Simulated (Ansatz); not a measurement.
# GeNH₄ (quartet): from Hartree-Fock to the top rungs at distance Ge1–H5 along a hydrogen transfer = 2.223 Å, cc-pVDZ

How much of the correlation energy of GeNH₄ (quartet) does each wave-function method recover here?

Program: Ansatz 0.2.0, Gaussian basis. Level of theory: cc-pVDZ, core rule «outside noble gas», up to 15 orbitals frozen. These are calculated values, not measurements.

The runs, in order: UHF; CCSD(T) on ROHF; CCSD(T) on UHF; BCCD(T) on ROHF; CISD; CCSDT(Q) on ROHF; CCSDT(Q) on UHF; CASSCF and MRCISD+Q, 5 electrons in 5 orbitals; CASSCF and NEVPT2, 5 electrons in 5 orbitals.

10 further runs of the same task are left out: 1 for a mislabelled method, 7 that didn't finish, 2 set aside as unsound or not needed.

**1. The geometry**

The geometry derives from fragments relaxed apart (PBE0/def2-TZVP) and kept rigid, so it is no stationary point. A hydrogen atom is moved between rigid fragments. No spin-orbit coupling is included. The filled d shell of Ge may be among the frozen orbitals whatever the setting's name suggests; the logs give the count.

6 atoms, charge 0, spin multiplicity 4.

Atoms are counted from 1 here; the program's logs count them from 0.

Bond lengths: Ge1–H2 1.534 Å, Ge1–H3 1.534 Å, Ge1–H4 1.534 Å, H5–N6 1.040 Å. Angles: H2–Ge1–H3 109.5°, H2–Ge1–H4 109.5°, H3–Ge1–H4 109.5°.

**2. UHF**

Contents of in.yaml:

```yaml
crystal:
  periodic: [false, false, false]
  atoms:
    - {symbol: Ge, position_ang: [-0.511676, 0.000000, 0.000000]}
    - {symbol: H, position_ang: [-1.023126, 1.446599, 0.000000]}
    - {symbol: H, position_ang: [-1.023126, -0.723300, 1.252792]}
    - {symbol: H, position_ang: [-1.023126, -0.723299, -1.252792]}
    - {symbol: H, position_ang: [1.711324, 0.000000, 0.000000]}
    - {symbol: N, position_ang: [2.751324, 0.000000, 0.000000]}
basis:
  gaussian: {orbitals: cc-pVDZ}
magnetization: {spin_polarized: true, initial_magnetization: 3}
hamiltonian: {xc: hf}
output: {orbitals: {seedname: orbitals}}
```

On the command line:

```console
$ ansatz run in.yaml --threads 1 --pin off --events-out ev --progress --plain --max-ram 2393MiB
```

After this run come: CCSD(T) on ROHF; CCSD(T) on UHF; BCCD(T) on ROHF; CISD; CCSDT(Q) on ROHF; CCSDT(Q) on UHF; CASSCF and MRCISD+Q, 5 electrons in 5 orbitals; CASSCF and NEVPT2, 5 electrons in 5 orbitals.

Before running them: what should the planned runs give, taken together? Wanted: UCCSDT(Q) below the RHF energy; RMP2 from UCCSDT(Q); UMP2 from UCCSDT(Q); RCCSD from UCCSDT(Q); RCCSD(T) from UCCSDT(Q); UCCSD(T) from UCCSDT(Q); RCCSDT(Q) from UCCSDT(Q); NEVPT2 pair from UCCSDT(Q); T1 diagnostic.

As calculated:

```
                         quantity                                                   value
   UCCSDT(Q) below the RHF energy                                              -7.0474 eV
              RMP2 from UCCSDT(Q)                                             +1374.6 meV
              UMP2 from UCCSDT(Q)                                             +1366.3 meV
             RCCSD from UCCSDT(Q)                                              +150.9 meV
          RCCSD(T) from UCCSDT(Q)                                               +35.2 meV
          UCCSD(T) from UCCSDT(Q)                                               +30.2 meV
         RCCSDT(Q) from UCCSDT(Q)                                                +5.1 meV
       NEVPT2 pair from UCCSDT(Q)                                             +1317.9 meV
levels within 1 kcal/mol (43 meV)  RCCSD(T), UCCSD(T), BCCD(T), RCCSDT, UCCSDT, RCCSDT(Q)
                    T1 diagnostic                                                   0.019
```

What this shows: RCCSD(T) misses by +35.2 meV, 0.5 % of the correlation energy. These misses are within one basis, not against nature; the frozen cores of restricted and unrestricted runs differ, which can shift their rows.
